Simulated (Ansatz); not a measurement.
# SiGeH2+ (doublet): from Hartree-Fock to the top rungs, cc-pVDZ

Aim: climb from Hartree-Fock through coupled cluster and multireference methods for SiGeH2+ (doublet) at one geometry and basis, and see what each rung misses.

Method: cc-pVDZ, core rule «outside noble gas», up to 19 orbitals frozen; program: Ansatz 0.2.0, Gaussian basis.

Plan: UHF; CCSD(T) on ROHF; CCSD(T) on UHF; BCCD(T) on ROHF; CISD; CCSDT(Q) on ROHF; CCSDT(Q) on UHF; CCSDTQ on ROHF; CASSCF and MRCISD+Q, 9 electrons in 10 orbitals; CASSCF and NEVPT2, 9 electrons in 10 orbitals.

4 further runs of the same task are left out: 4 set aside as unsound or not needed.

**1. What is computed**

The geometry is a PBE0/def2-TZVP stationary point (not a proven minimum) of the parent state, kept for this charge and spin. No spin-orbit coupling is included. The filled d shell of Ge may be among the frozen orbitals whatever the setting's name suggests; the logs give the count.

4 atoms, charge 1, spin multiplicity 2.

Atoms are counted from 1 here; the program's logs count them from 0.

Bond lengths: Si1–Ge2 2.151 Å, Si1–H3 1.691 Å, Ge2–H3 1.746 Å, Ge2–H4 1.541 Å. Angles: Ge2–Si1–H3 52.4°, Si1–Ge2–H3 50.1°, Si1–Ge2–H4 159.6°, H3–Ge2–H4 109.5°, Si1–H3–Ge2 77.4°.

**2. UHF**

File in.yaml:

```yaml
crystal:
  periodic: [false, false, false]
  atoms:
    - {symbol: Si, position_ang: [0.000000, -0.003907, 1.566064]}
    - {symbol: Ge, position_ang: [0.000000, -0.023839, -0.584529]}
    - {symbol: H, position_ang: [0.000000, 1.326646, 0.522598]}
    - {symbol: H, position_ang: [0.000000, 0.500279, -2.034109]}
basis:
  gaussian: {orbitals: cc-pVDZ}
total_charge: 1
magnetization: {spin_polarized: true, initial_magnetization: 1}
hamiltonian: {xc: hf}
output: {orbitals: {seedname: orbitals}}
```

Run with:

```bash
$ ansatz run in.yaml --threads 1 --pin off --events-out ev --progress --plain --max-ram 4096MiB --backend cpu
```

Further steps of the session: CCSD(T) on ROHF; CCSD(T) on UHF; BCCD(T) on ROHF; CISD; CCSDT(Q) on ROHF; CCSDT(Q) on UHF; CCSDTQ on ROHF; CASSCF and MRCISD+Q, 9 electrons in 10 orbitals; CASSCF and NEVPT2, 9 electrons in 10 orbitals.

Before running them: what should the planned runs give, taken together? Wanted: RCCSDTQ below the RHF energy; RMP2 from RCCSDTQ; UMP2 from RCCSDTQ; RCCSD from RCCSDTQ; RCCSD(T) from RCCSDTQ; UCCSD(T) from RCCSDTQ; RCCSDT(Q) from RCCSDTQ; UCCSDT(Q) from RCCSDTQ; NEVPT2 valence from RCCSDTQ.

As calculated:

| quantity | value |
| --- | --- |
| RCCSDTQ below the RHF energy | -5.2884 eV |
| RMP2 from RCCSDTQ | +27.54 kcal/mol |
| UMP2 from RCCSDTQ | +27.73 kcal/mol |
| RCCSD from RCCSDTQ | +6.01 kcal/mol |
| RCCSD(T) from RCCSDTQ | +1.25 kcal/mol |
| UCCSD(T) from RCCSDTQ | +1.23 kcal/mol |
| RCCSDT(Q) from RCCSDTQ | +0.03 kcal/mol |
| UCCSDT(Q) from RCCSDTQ | -0.01 kcal/mol |
| NEVPT2 valence from RCCSDTQ | +15.92 kcal/mol |
| MRCISD+Q valence from RCCSDTQ | +0.01 kcal/mol |
| levels within 1 kcal/mol (43 meV) | RCCSDT, UCCSDT, RCCSDT(Q), UCCSDT(Q), MRCISD+Q valence |
| T1 diagnostic | 0.020 |
| effectively unpaired electrons | 1.07 |

In words: RCCSD(T) lands +1.25 kcal/mol from the yardstick (1.0 % of the correlation energy). One determinant dominates. Of the multireference levels listed MRCISD+Q valence comes nearest in total energy (+0.01 kcal/mol), which doesn't show that its space is the better one. These misses are within one basis, not against nature; the frozen cores of restricted and unrestricted runs differ, which can shift their rows.
